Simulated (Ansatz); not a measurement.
**GeH₃S (doublet): wave-function methods side by side at distance Ge1–S2 = 4.797 Å, cc-pVDZ**

How much of the correlation energy of GeH₃S (doublet) does each wave-function method recover here?

The runs use Ansatz 0.2.0, Gaussian basis; cc-pVDZ, core rule «outside noble gas», up to 19 orbitals frozen.

Plan: UHF; CCSD(T) on ROHF; CCSD(T) on UHF; BCCD(T) on ROHF; CISD; CCSDT(Q) on ROHF; CCSDT(Q) on UHF; CASSCF and MRCISD+Q, 3 electrons in 3 orbitals; CASSCF and NEVPT2, 3 electrons in 3 orbitals.

17 further runs of the same task are left out: 2 for a mislabelled method, 11 that didn't finish, 4 set aside as unsound or not needed.

**1. The system**

The geometry derives from a PBE0/def2-TZVP stationary point (not a proven minimum). One bond is set to the value named and the two fragments are kept rigid. No spin-orbit coupling is included. The filled d shell of Ge may be among the frozen orbitals whatever the setting's name suggests; the logs give the count.

5 atoms, charge 0, spin multiplicity 2.

Atoms are counted from 1 here; the program's logs count them from 0.

Bond lengths: Ge1–H3 1.550 Å, Ge1–H4 1.545 Å, S2–H5 1.343 Å. Angles: H3–Ge1–H4 110.8°.

Geometry (Å):

```xyz
5
charge 0, multiplicity 2
Ge    0.0664    0.0508    1.4629
S    -0.1120   -0.1492   -3.3266
H    -0.8143    1.2237    1.9642
H    -0.5070   -1.3053    1.9328
H     0.0981    1.1667   -3.4938
```

**2. UHF**

Contents of in.yaml:

```yaml
crystal:
  periodic: [false, false, false]
  atoms:
    - {symbol: Ge, position_ang: [0.066419, 0.050812, 1.462863]}
    - {symbol: S, position_ang: [-0.112014, -0.149219, -3.326642]}
    - {symbol: H, position_ang: [-0.814342, 1.223709, 1.964207]}
    - {symbol: H, position_ang: [-0.506992, -1.305254, 1.932772]}
    - {symbol: H, position_ang: [0.098110, 1.166673, -3.493751]}
basis:
  gaussian: {orbitals: cc-pVDZ}
magnetization: {spin_polarized: true, initial_magnetization: 1}
hamiltonian: {xc: hf}
output: {orbitals: {seedname: orbitals}}
```

Started as:

```
$ ansatz run in.yaml --threads 1 --pin off --events-out ev --progress --plain --max-ram 2393MiB
```

Further steps of the session: CCSD(T) on ROHF; CCSD(T) on UHF; BCCD(T) on ROHF; CISD; CCSDT(Q) on ROHF; CCSDT(Q) on UHF; CASSCF and MRCISD+Q, 3 electrons in 3 orbitals; CASSCF and NEVPT2, 3 electrons in 3 orbitals.

**Question.** What will the summary of the whole plan be? Wanted: UCCSDT(Q) below the RHF energy; RMP2 from UCCSDT(Q); UMP2 from UCCSDT(Q); RCCSD from UCCSDT(Q); RCCSD(T) from UCCSDT(Q); UCCSD(T) from UCCSDT(Q); RCCSDT(Q) from UCCSDT(Q); NEVPT2 pair from UCCSDT(Q); MRCISD+Q pair from UCCSDT(Q).

**Answer**, as computed:

| quantity | value |
| --- | --- |
| UCCSDT(Q) below the RHF energy | -6.8647 eV |
| RMP2 from UCCSDT(Q) | +1422.3 meV |
| UMP2 from UCCSDT(Q) | +1528.4 meV |
| RCCSD from UCCSDT(Q) | +145.9 meV |
| RCCSD(T) from UCCSDT(Q) | +28.7 meV |
| UCCSD(T) from UCCSDT(Q) | +40.1 meV |
| RCCSDT(Q) from UCCSDT(Q) | -3.3 meV |
| NEVPT2 pair from UCCSDT(Q) | +1319.1 meV |
| MRCISD+Q pair from UCCSDT(Q) | +23.1 meV |
| levels within 1 kcal/mol (43 meV) | RCCSD(T), UCCSD(T), BCCD(T), RCCSDT, UCCSDT, RCCSDT(Q), MRCISD+Q pair |
| T1 diagnostic | 0.013 |

**Reading.** RCCSD(T) misses by +28.7 meV, 0.4 % of the correlation energy. Of the multireference levels listed MRCISD+Q pair comes nearest in total energy (+23.1 meV), which doesn't show that its space is the better one. These misses are within one basis, not against nature; the frozen cores of restricted and unrestricted runs differ, which can shift their rows.
